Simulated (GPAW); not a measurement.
**Cd: single point with PBE**

Slab: Cd, a slab with vacuum.

```
CELL_PARAMETERS angstrom
2.97887 0.00000 0.00000
-1.48944 2.57978 0.00000
0.00000 0.00000 20.61765
ATOMIC_POSITIONS crystal
Cd 0.33333 0.66667 0.36377
Cd 0.66667 0.33333 0.50000
Cd 0.33333 0.66667 0.63623
```

The cell isn't the ideal one: the (0 0 1) slab of Cd, cut from the database cell, not relaxed.

- Program: GPAW 26.7.0
- Task: single point
- Functional: PBE
- Potentials or basis: GPAW PAW data sets (gpaw-data 1.2.1)
- Cutoff: 450 eV
- Basis: pw
- k mesh: 10 × 10 × 1
- Occupations: fermi-dirac, width 0.05 eV
- Spin: no spin polarisation
- Maxiter: 150
- Dipole layer: yes

```yaml
Largest_force: 0.081 eV/Å
Band_gap_on_the_k_mesh: none (metal or under the smearing width)
Dipole_across_the_slab: 0.00 e·Å
Work_function_of_the_upper_face: 3.91 eV
Work_function_of_the_lower_face: 3.91 eV
```

Forces in eV/Å, atoms in the order of the input:
```
Cd   0.000  0.000 -0.081
Cd   0.000  0.000  0.000
Cd   0.000  0.000  0.081
```

Levels at points of the mesh, in eV from the Fermi level:
```csv
k point,band 16,band 17,band 18,band 19,band 20,band 21
"(0.00, 0.00, 0.00)",-8.21,-6.82,-4.54,-1.73,1.38,3.43
"(0.50, 0.50, 0.00)",-1.81,-1.35,-1.04,0.41,1.29,1.88
```

It took 27 s on 1 thread of Arm Neoverse V1, on a shared host, peak memory 0.18 GiB.
